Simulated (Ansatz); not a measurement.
**C2H4FGaO: one species, many methods**

How much do the methods differ for C2H4FGaO? The plan is to run it at one geometry with functionals of several rungs and with coupled cluster, and see how far each lands from CCSD(T) at the basis-set limit for the atomisation energy.

Method: functionals in def2-TZVPP, the program's frozen cores in correlated methods; program: Ansatz 0.2.0, Gaussian basis.

Plan: LDA (SPW92), PBE-D4, revPBE-D4, BLYP-D4, r2SCAN-D4, B97M-V, PBE0-D4, B3LYP-D4, r2SCANh-D4, r2SCAN0-D4, HSE06-D4, BHLYP-D4, CAM-B3LYP-D4, LC-ωPBE, ωB97X-V, ωB97M-V, B2PLYP, PBE-QIDH; CCSD(T)/def2-SVP; CCSD(T)/def2-TZVPP; MP2/def2-QZVPP; extrapolation to the limit; RPA on PBE.

### 1 The geometry

All runs share one geometry, relaxed beforehand with PBE0-D4 in a triple-zeta def2 set.

SMILES `F[CH]1O[CH2][GaH]1`, 9 atoms, charge 0, spin multiplicity 1.

Atoms are counted from 1 here; the program's logs count them from 0.

Bond lengths: F1–C2 1.402 Å, C2–O3 1.387 Å, C2–Ga5 2.027 Å, C2–H6 1.091 Å, O3–C4 1.443 Å, C4–Ga5 2.009 Å, C4–H7 1.094 Å, C4–H8 1.092 Å, Ga5–H9 1.563 Å. Angles: F1–C2–O3 110.2°, F1–C2–Ga5 108.5°, F1–C2–H6 106.0°, O3–C2–Ga5 89.5°, O3–C2–H6 109.6°, Ga5–C2–H6 131.1°, C2–O3–C4 108.5°, O3–C4–Ga5 88.6°, O3–C4–H7 111.1°, O3–C4–H8 109.3°, Ga5–C4–H7 116.5°, Ga5–C4–H8 120.4°, H7–C4–H8 108.9°, C2–Ga5–C4 69.4°, C2–Ga5–H9 146.0°, C4–Ga5–H9 144.5°.

### 2 LDA

This LDA is Slater exchange with PW92 correlation.

Contents of in.yaml:

```yaml
crystal:
  periodic: [false, false, false]
  atoms:
    - {symbol: F, position_ang: [1.734052, -0.213688, 1.148561]}
    - {symbol: C, position_ang: [0.998298, 0.597678, 0.273806]}
    - {symbol: O, position_ang: [0.736113, -0.083894, -0.904989]}
    - {symbol: C, position_ang: [-0.536247, -0.752768, -0.774749]}
    - {symbol: Ga, position_ang: [-0.963082, 0.463712, 0.766266]}
    - {symbol: H, position_ang: [1.628476, 1.463796, 0.064427]}
    - {symbol: H, position_ang: [-0.401507, -1.812556, -0.537931]}
    - {symbol: H, position_ang: [-1.086300, -0.668055, -1.714216]}
    - {symbol: H, position_ang: [-2.109803, 1.005765, 1.678823]}
basis:
  gaussian: {orbitals: def2-TZVPP}
hamiltonian: {xc: lda}
output: {orbitals: {seedname: orbitals}}
```

The run is started by

```console
$ ansatz run in.yaml --threads 4 --pin off --events-out ev --progress --plain --max-ram 10444MiB
```

The runs that follow: PBE-D4 (GGA); revPBE-D4 (GGA); BLYP-D4 (GGA); r2SCAN-D4 (meta-GGA); B97M-V (meta-GGA); B3LYP-D4 (hybrid); r2SCANh-D4 (hybrid); r2SCAN0-D4 (hybrid); HSE06-D4 (hybrid); BHLYP-D4 (hybrid); CAM-B3LYP-D4 (range-separated); LC-ωPBE (range-separated); ωB97X-V (range-separated); ωB97M-V (range-separated); B2PLYP (double hybrid); PBE-QIDH (double hybrid); CCSD(T) in def2-SVP; CCSD(T) in def2-TZVPP; MP2 in def2-QZVPP; RPA on PBE orbitals.

**Question.** What will the summary of the whole plan be? Wanted: atomisation energy, CCSD(T)/CBS; farthest beyond LDA; mean size of error, GGA; mean size of error, meta-GGA; mean size of error, hybrid; mean size of error, range-separated; mean size of error, double hybrid; gap, smallest and largest; T1 diagnostic.

As calculated:

```
                               quantity                                                                                                                              value
        atomisation energy, CCSD(T)/CBS                                                                                                                     750.0 kcal/mol
functionals within 7.5 kcal/mol (1.0 %)  revPBE-D4, BLYP-D4, r2SCAN-D4, B97M-V, PBE0-D4, B3LYP-D4, r2SCANh-D4, HSE06-D4, CAM-B3LYP-D4, LC-ωPBE, ωB97X-V, ωB97M-V, PBE-QIDH
                    farthest beyond LDA                                                                                                          BHLYP-D4 (-38.9 kcal/mol)
                mean size of error, GGA                                                                                                                       9.1 kcal/mol
           mean size of error, meta-GGA                                                                                                                       2.5 kcal/mol
             mean size of error, hybrid                                                                                                                      11.5 kcal/mol
    mean size of error, range-separated                                                                                                                       2.4 kcal/mol
      mean size of error, double hybrid                                                                                                                       7.9 kcal/mol
              gap, smallest and largest                                                                                          3.21 eV (LDA (SPW92)), 10.18 eV (LC-ωPBE)
                          T1 diagnostic                                                                                                                             0.0141
triples share of the correlation energy                                                                                                                              3.9 %
```

In words: LDA overbinds by 142.2 kcal/mol (19 %). PBE-D4 misses by +25.7 kcal/mol. Double hybrids carry the basis error of their MP2 part in triple zeta, and no dispersion term here, so their miss is partly the set-up's. The rungs range-separated, meta-GGA miss on average by less than the doubt on the reference (7.5 kcal/mol), so they tie. Misses under about 7.5 kcal/mol are within the doubt on the reference itself, which lacks core-valence correlation, relativity and higher excitations, and its outer-core shells are covered unevenly. Hartree-Fock recovers 67 % of the binding; the rest is correlation. CCSD(T) in def2-SVP is off by -43.6 kcal/mol, more than most functionals: a good method in a small basis is no reference. Orbital gaps span 3.2 to 10.2 eV; exact exchange widens them. Correlated methods include outer-core shells of Ga, which these sets cover unevenly.
